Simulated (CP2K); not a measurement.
Crystal: Sn3Te.

```
Te Sn
1.0
     4.86562    0.00000    0.00000
     0.00000    4.86562    0.00000
     0.00000    0.00000    4.86562
Te Sn
1 3
Direct
  0.00000 0.00000 0.00000
  0.00000 0.50000 0.50000
  0.50000 0.00000 0.50000
  0.50000 0.50000 0.00000
```

The cell comes from a database or a generator and needn't be the stable form of this composition.

| Item | Value |
| --- | --- |
| Program | CP2K 2026.2 |
| Task | single point |
| Functional | PBE |
| Potentials or basis | POTENTIAL_UZH Te GTH-PBE-q6, Sn GTH-PBE-q4; TZVP-MOLOPT-PBE-GTH basis |
| Density cutoff | 6123 eV |
| k mesh | 6 × 6 × 6 |
| Occupations | fermi-dirac, width 0.05 eV |
| Spin | no spin polarisation |

On this cell: pressure 1.5 GPa; largest force zero by symmetry; band gap on the k mesh none (metal or under the smearing width).

The same run follows on a disturbed copy (atoms moved at random, drawn with an rms of 0.05 Å):

```xyz
4
Lattice="4.8656 0.0000 0.0000 0.0000 4.8656 0.0000 0.0000 0.0000 4.8656" Properties=species:S:1:pos:R:3 pbc="T T T"
Te    0.0327   -0.0556   -0.0163
Sn   -0.0053    2.4532    2.4274
Sn    2.4404    0.0312    2.4317
Sn    2.3838    2.4556   -0.0059
```

**Question.** What changes?

**Answer.** The energy (extrapolated to zero smearing) moves by +0.8 meV/atom; pressure 1.5 GPa; largest force 0.118 eV/Å; band gap on the k mesh none (metal or under the smearing width).

Forces in eV/Å, atoms in the order of the input:
```
Te  -0.070  0.069  0.015
Sn  -0.056 -0.075 -0.016
Sn   0.088  0.077 -0.012
Sn   0.038 -0.072  0.013
```

Caveats: the basis of atomic orbitals isn't converged, which shifts pressures, moduli and gaps.
